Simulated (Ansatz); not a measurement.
Predict the output of the script below (Ansatz 0.2.0, Python API).

`b2h7nssi.xyz`
```text
12

B     0.05040    1.45320    1.22550
B    -0.61280    0.06080    0.63790
N    -1.98470    0.02810   -0.09100
S     0.42750   -1.52300    0.89520
Si    1.37970   -1.34960   -0.99790
H     1.04470    1.53220    1.76620
H    -0.57390    2.50400    1.06200
H    -2.62530    0.45020    0.56380
H    -1.87900    0.68020   -0.86050
H     0.39940   -1.31470   -2.05260
H     2.27160   -2.48730   -1.14080
H     2.17950   -0.08920   -0.97370
```

`disp_b2h7nssi.py`
```python
'''Dispersion corrections for B2H7NSSi.'''

import ansatz as az

BASIS_SET = 'def2-SVP'


def main() -> None:
    molecule = az.Crystal.molecule_from_extxyz('b2h7nssi.xyz')

    job = molecule.calculation().basis(gaussian=BASIS_SET)
    for name in ['blyp', 'b3lyp']:
        for correction in ('d3bj', 'd4'):
            r = job.functional(name, dispersion=correction).run(threads=1).report
            print(f'{name:8s} {correction:5s} total {r["free_energy_ev"]:.5f} eV, of which dispersion {1000 * r["dispersion"]["energy"]["ev"]:.2f} meV')


if __name__ == '__main__':
    main()
```

Output of `python disp_b2h7nssi.py`:
```text
blyp     d3bj  total -21659.25191 eV, of which dispersion -649.54 meV
blyp     d4    total -21659.24043 eV, of which dispersion -638.06 meV
b3lyp    d3bj  total -21662.54342 eV, of which dispersion -536.46 meV
b3lyp    d4    total -21662.48517 eV, of which dispersion -478.21 meV
```

Notes:
- Total energies depend on the basis set; only differences at equal settings carry meaning.
- The geometry is a force-field or estimated start, not a minimum of this method, and the basis set is short of its limit. D4 holds the three-body term, and d3bj doesn't.
- b3lyp holds the VWN-RPA fit, as in Gaussian; the form of ORCA and Turbomole is b3lyp5.
- It ran for 17 s on 1 thread of Arm Neoverse V2 (shared host), peak memory 0.28 GiB.
